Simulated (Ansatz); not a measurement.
# C7H14: taking an electron away

The task here is to estimate one member of a computed series from the others.

Computed with Ansatz 0.2.0, Gaussian basis. Level: unrestricted cation, the program's frozen cores in correlated methods.

The runs, in order: UKS PBE-D4/def2-TZVPP; UKS r2SCAN-D4/def2-TZVPP; UKS PBE0-D4/def2-TZVPP; UKS B3LYP-D4/def2-TZVPP; UKS wB97X-V/def2-TZVPP; UKS wB97M-V/def2-TZVPP; UKS B2PLYP/def2-TZVPP; UHF-CCSD(T)/def2-TZVPP; UHF-MP2/def2-QZVPP; extrapolation to the limit; then −ε(HOMO) from the neutral's earlier runs with LDA (SPW92), PBE-D4, revPBE-D4, BLYP-D4, r2SCAN-D4, B97M-V, PBE0-D4, B3LYP-D4, r2SCANh-D4, r2SCAN0-D4, HSE06-D4, BHLYP-D4, CAM-B3LYP-D4, LC-ωPBE, ωB97X-V, ωB97M-V.

### The relaxed structure

An earlier PBE0-D4 in a triple-zeta def2 set relaxation fixed the geometry.

SMILES `C=C(CC)C(C)C`, 21 atoms, charge 0, spin multiplicity 1.

Atoms are counted from 1 here; the program's logs count them from 0.

Bond lengths: C1–C2 1.329 Å, C1–H8 1.083 Å, C1–H9 1.085 Å, C2–C3 1.504 Å, C2–C5 1.511 Å, C3–C4 1.526 Å, C3–H10 1.096 Å, C3–H11 1.093 Å, C4–H12 1.092 Å, C4–H13 1.093 Å, C4–H14 1.093 Å, C5–C6 1.520 Å, C5–C7 1.530 Å, C5–H15 1.098 Å, C6–H16 1.093 Å, C6–H17 1.093 Å, C6–H18 1.092 Å, C7–H19 1.092 Å and more. Angles: C2–C1–H8 122.5°, C2–C1–H9 120.9°, H8–C1–H9 116.6°, C1–C2–C3 120.7°, C1–C2–C5 123.2°, C3–C2–C5 116.0°, C2–C3–C4 112.7°, C2–C3–H10 109.9°, C2–C3–H11 109.3°, C4–C3–H10 109.0°, C4–C3–H11 109.3°, H10–C3–H11 106.5°, C3–C4–H12 110.6°, C3–C4–H13 111.7°, C3–C4–H14 110.9°, H12–C4–H13 107.7°, H12–C4–H14 108.2°, H13–C4–H14 107.5° and more.

As a file:

```tsv
atom	x (Å)	y (Å)	z (Å)
C1	-0.7315	-1.7512	0.2720
C2	-0.0366	-0.6712	-0.0718
C3	0.9681	-0.7278	-1.1894
C4	0.4469	-0.1045	-2.4813
C5	-0.1984	0.6684	0.6074
C6	-1.5184	0.8417	1.3402
C7	0.9719	0.9245	1.5591
H8	-1.4902	-1.7335	1.0447
H9	-0.5611	-2.7027	-0.2206
H10	1.8875	-0.2123	-0.8902
H11	1.2418	-1.7697	-1.3757
H12	-0.4400	-0.6353	-2.8343
H13	0.1736	0.9444	-2.3432
H14	1.2045	-0.1462	-3.2674
H15	-0.1515	1.4335	-0.1787
H16	-1.6044	1.8590	1.7298
H17	-1.5923	0.1609	2.1926
H18	-2.3697	0.6535	0.6828
H19	1.9375	0.8350	1.0577
H20	0.9531	0.2042	2.3813
H21	0.9093	1.9292	1.9850
```

The first run:

Input file in.yaml:

```yaml
crystal:
  periodic: [false, false, false]
  atoms:
    - {symbol: C, position_ang: [-0.731500, -1.751169, 0.271993]}
    - {symbol: C, position_ang: [-0.036623, -0.671178, -0.071821]}
    - {symbol: C, position_ang: [0.968111, -0.727811, -1.189355]}
    - {symbol: C, position_ang: [0.446930, -0.104498, -2.481263]}
    - {symbol: C, position_ang: [-0.198412, 0.668385, 0.607384]}
    - {symbol: C, position_ang: [-1.518391, 0.841747, 1.340224]}
    - {symbol: C, position_ang: [0.971863, 0.924473, 1.559120]}
    - {symbol: H, position_ang: [-1.490229, -1.733451, 1.044715]}
    - {symbol: H, position_ang: [-0.561107, -2.702707, -0.220643]}
    - {symbol: H, position_ang: [1.887519, -0.212345, -0.890205]}
    - {symbol: H, position_ang: [1.241778, -1.769711, -1.375716]}
    - {symbol: H, position_ang: [-0.440036, -0.635298, -2.834326]}
    - {symbol: H, position_ang: [0.173569, 0.944370, -2.343193]}
    - {symbol: H, position_ang: [1.204531, -0.146187, -3.267396]}
    - {symbol: H, position_ang: [-0.151489, 1.433542, -0.178671]}
    - {symbol: H, position_ang: [-1.604434, 1.858959, 1.729832]}
    - {symbol: H, position_ang: [-1.592329, 0.160929, 2.192584]}
    - {symbol: H, position_ang: [-2.369690, 0.653534, 0.682777]}
    - {symbol: H, position_ang: [1.937498, 0.835016, 1.057694]}
    - {symbol: H, position_ang: [0.953147, 0.204179, 2.381280]}
    - {symbol: H, position_ang: [0.909284, 1.929219, 1.984976]}
basis:
  gaussian: {orbitals: def2-TZVPP}
total_charge: 1
magnetization: {spin_polarized: true, initial_magnetization: 1}
hamiltonian: {xc: pbe, dispersion: d4}
```

Started as:

```sh
$ ansatz run in.yaml --threads 2 --pin off --events-out ev --progress --plain --max-ram 32768MiB --backend cuda --devices 0, --max-vram 18GiB
```

Among the steps run: Cation, UKS PBE-D4/def2-TZVPP; Cation, UKS r2SCAN-D4/def2-TZVPP; Cation, UKS PBE0-D4/def2-TZVPP; Cation, UKS B3LYP-D4/def2-TZVPP; Cation, UKS wB97X-V/def2-TZVPP; Cation, UKS wB97M-V/def2-TZVPP; Cation, UKS B2PLYP (frozen core)/def2-TZVPP; Cation, UHF-CCSD(T)/def2-TZVPP; Cation, UHF-MP2/def2-QZVPP.

One of the session's tables, all rows but one given; the rest of the session is left out.

Orbital estimates, from the neutral's runs:

```
  functional  −ε(HOMO) (eV)
 LDA (SPW92)           6.09
      PBE-D4           5.91
   revPBE-D4           5.84
     BLYP-D4           5.76
   r2SCAN-D4           6.09
      B97M-V              ?
     PBE0-D4           7.01
    B3LYP-D4           6.80
  r2SCANh-D4           6.51
  r2SCAN0-D4           7.14
    HSE06-D4           6.61
    BHLYP-D4           7.97
CAM-B3LYP-D4           8.34
     LC-ωPBE           9.72
     ωB97X-V           9.35
     ωB97M-V           9.27
```

Q: Estimate the row for B97M-V from the others.

As computed: −ε(HOMO) (eV): 6.14. In the column «−ε(HOMO) (eV)» it lies between r2SCAN-D4 (6.09) and r2SCANh-D4 (6.51).

Caveats from the session: The cation may have settled in a state other than its lowest; no search over hole states beyond the program's own was made.
